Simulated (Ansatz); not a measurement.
# CaMgSn4O8: the cost of one run

Program: Ansatz 0.2.0. Level of theory: DFT PBE, scalar-relativistic, plane waves, PAW. These are calculated values, not measurements.

2 further runs of the same task are left out: 1 that didn't finish, 1 set aside as unsound or not needed.

### Step 1. The starting structure

It takes space group P-31m (No. 162, trigonal). The conventional cell has a = 6.126 Å, b = 6.126 Å, c = 7.063 Å, α = 90.00°, β = 90.00°, γ = 120.00°. Around Ba (site symmetry -3m) lie 6 O at 2.78 Å. Ca (site symmetry -3m) is surrounded by 6 O at 2.38 Å. Around Sn (site symmetry 3) lie 4 O at 2.02 to 2.13 Å. Around O (site symmetry m) lie 2 Sn at 2.13 Å and 1 Ca at 2.38 Å and 1 Ba at 2.78 Å. O (site symmetry 32) has 2 Sn at 2.02 Å as nearest neighbours.

Structure file:

```
CELL_PARAMETERS angstrom
6.12575 0.00000 0.00000
-3.06287 5.30505 0.00000
0.00000 0.00000 7.06289
ATOMIC_POSITIONS crystal
Ba 0.00000 0.00000 0.00000
Ca 0.00000 0.00000 0.50000
Sn 0.33333 0.66667 0.71436
Sn 0.66667 0.33333 0.71436
Sn 0.33333 0.66667 0.28564
Sn 0.66667 0.33333 0.28564
O 0.30535 0.30535 0.70842
O 0.69465 0.00000 0.70842
O 0.00000 0.69465 0.70842
O 0.69465 0.69465 0.29158
O 0.00000 0.30535 0.29158
O 0.30535 0.00000 0.29158
O 0.33333 0.66667 0.00000
O 0.66667 0.33333 0.00000
```

The structure comes from the Materials Project (structure only).

### Step 2. One element swapped, cell strained: Ba → Mg, first probe

The change: Mg takes all sites of Ba, and lengths are scaled by 0.970 as a first guess of the size; strain xx, yy, zz, yz, xz, xy = -0.8, -0.8, -0.8, +0.0, +0.0, +0.0 %.

input.yaml

```yaml
crystal:
  lattice:
    - [5.8910871251, 0.0, 0.0]
    - [-2.9455435625, 5.1018311062, 0.0]
    - [0.0, 0.0, 6.7923325903]
  atoms:
    - { symbol: Mg, position: [0.0, 0.0, 0.0] }
    - { symbol: Ca, position: [0.0, 0.0, 0.5] }
    - { symbol: Sn, position: [0.3333333333, 0.6666666667, 0.714356] }
    - { symbol: Sn, position: [0.6666666667, 0.3333333333, 0.714356] }
    - { symbol: Sn, position: [0.3333333333, 0.6666666667, 0.285644] }
    - { symbol: Sn, position: [0.6666666667, 0.3333333333, 0.285644] }
    - { symbol: O, position: [0.305352, 0.305352, 0.708421] }
    - { symbol: O, position: [0.694648, 0.0, 0.708421] }
    - { symbol: O, position: [0.0, 0.694648, 0.708421] }
    - { symbol: O, position: [0.694648, 0.694648, 0.291579] }
    - { symbol: O, position: [0.0, 0.305352, 0.291579] }
    - { symbol: O, position: [0.305352, 0.0, 0.291579] }
    - { symbol: O, position: [0.3333333333, 0.6666666667, 0.0] }
    - { symbol: O, position: [0.6666666667, 0.3333333333, 0.0] }
basis:
  ecutwfc: 420
kpoints:
  mp_grid: { grid: [6, 6, 4] }
hamiltonian:
  xc: pbe
scf:
  occupations: { method: gaussian, width: 0.1 }
output:
  forces: true
  stress: true
  eigenvalues: true
```

Command:

```
> ansatz run input.yaml --threads 2 --pin off --max-ram 3584MiB --backend cpu --events-out ev --progress --plain --runs-dir out
```

What time and memory should one allow on 2 threads of Arm Neoverse N1, shared host?

About 25 s, with a peak of 0.67 GiB.
